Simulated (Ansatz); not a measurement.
**BFH6Si2: a ladder of functionals and wavefunction methods**

The task here is to estimate one member of a computed series from the others.

Method: functionals in def2-TZVPP, the program's frozen cores in correlated methods; program: Ansatz 0.2.0, Gaussian basis.

The runs, in order: LDA (SPW92), PBE-D4, revPBE-D4, BLYP-D4, r2SCAN-D4, B97M-V, PBE0-D4, B3LYP-D4, r2SCANh-D4, r2SCAN0-D4, HSE06-D4, BHLYP-D4, CAM-B3LYP-D4, LC-ωPBE, ωB97X-V, ωB97M-V, B2PLYP, PBE-QIDH; CCSD(T)/def2-SVP; CCSD(T)/def2-TZVPP; MP2/def2-QZVPP; extrapolation to the limit; RPA on PBE.

## Structure used throughout

The geometry comes from an earlier relaxation with PBE0-D4 in a triple-zeta def2 set; it is a stationary point, not always the lowest conformer.

SMILES `FB([SiH3])[SiH3]`, 10 atoms, charge 0, spin multiplicity 1.

Atoms are counted from 1 here; the program's logs count them from 0.

Bond lengths: F1–B2 1.326 Å, B2–Si3 2.045 Å, B2–Si4 2.045 Å, Si3–H5 1.488 Å, Si3–H6 1.490 Å, Si3–H7 1.490 Å, Si4–H8 1.488 Å, Si4–H9 1.490 Å, Si4–H10 1.490 Å. Angles: F1–B2–Si3 119.0°, F1–B2–Si4 119.0°, Si3–B2–Si4 122.1°, B2–Si3–H5 113.7°, B2–Si3–H6 108.7°, B2–Si3–H7 108.7°, H5–Si3–H6 109.1°, H5–Si3–H7 109.1°, H6–Si3–H7 107.4°, B2–Si4–H8 113.7°, B2–Si4–H9 108.6°, B2–Si4–H10 108.8°, H8–Si4–H9 109.1°, H8–Si4–H10 109.1°, H9–Si4–H10 107.4°.

The first run:

The input, in.yaml:

```yaml
crystal:
  periodic: [false, false, false]
  atoms:
    - {symbol: F, position_ang: [-1.008398, -1.281518, -1.409876]}
    - {symbol: B, position_ang: [-0.383058, -0.497049, -0.543262]}
    - {symbol: Si, position_ang: [-0.025016, 1.451002, -1.050750]}
    - {symbol: Si, position_ang: [0.191800, -1.273386, 1.258818]}
    - {symbol: H, position_ang: [-0.533322, 1.821437, -2.399161]}
    - {symbol: H, position_ang: [-0.658212, 2.335198, -0.031810]}
    - {symbol: H, position_ang: [1.444439, 1.694759, -1.000745]}
    - {symbol: H, position_ang: [-0.142528, -2.713779, 1.424045]}
    - {symbol: H, position_ang: [-0.466108, -0.493545, 2.345227]}
    - {symbol: H, position_ang: [1.663503, -1.094417, 1.410415]}
basis:
  gaussian: {orbitals: def2-TZVPP}
hamiltonian: {xc: lda}
output: {orbitals: {seedname: orbitals}}
```

Command:

```sh
> ansatz run in.yaml --threads 2 --pin off --events-out ev --progress --plain --max-ram 4352MiB
```

Among the steps run: LDA; PBE-D4 (GGA); revPBE-D4 (GGA); BLYP-D4 (GGA); r2SCAN-D4 (meta-GGA); B97M-V (meta-GGA); PBE0-D4 (hybrid); B3LYP-D4 (hybrid); r2SCANh-D4 (hybrid); r2SCAN0-D4 (hybrid); HSE06-D4 (hybrid); BHLYP-D4 (hybrid); CAM-B3LYP-D4 (range-separated); LC-ωPBE (range-separated); ωB97X-V (range-separated); ωB97M-V (range-separated); B2PLYP (double hybrid); PBE-QIDH (double hybrid).

One of the session's tables, all rows but one given; the rest of the session is left out.

It belongs to the step «Orbital energies across the functionals». 

| functional | HOMO (eV) | LUMO (eV) | gap (eV) |
| --- | --- | --- | --- |
| LDA (SPW92) | -6.41 | -3.34 | 3.07 |
| PBE-D4 | -6.30 | -3.12 | 3.18 |
| revPBE-D4 | ? | ? | ? |
| BLYP-D4 | -6.19 | -2.94 | 3.25 |
| r2SCAN-D4 | -6.53 | -2.89 | 3.64 |
| B97M-V | -6.68 | -3.05 | 3.63 |
| PBE0-D4 | -7.49 | -2.18 | 5.32 |
| B3LYP-D4 | -7.31 | -2.35 | 4.96 |
| r2SCANh-D4 | -6.97 | -2.55 | 4.42 |
| r2SCAN0-D4 | -7.64 | -2.05 | 5.59 |
| HSE06-D4 | -7.10 | -2.56 | 4.54 |
| BHLYP-D4 | -8.61 | -1.10 | 7.51 |
| CAM-B3LYP-D4 | -8.81 | -0.99 | 7.82 |
| LC-ωPBE | -10.09 | 0.16 | 10.25 |
| ωB97X-V | -9.76 | 0.06 | 9.83 |
| ωB97M-V | -9.56 | -0.16 | 9.40 |

Q: Estimate the row for revPBE-D4 from the others.

As computed: HOMO (eV): -6.26; LUMO (eV): -3.03; gap (eV): 3.23. In the column «HOMO (eV)» it lies between PBE-D4 (-6.30) and BLYP-D4 (-6.19).
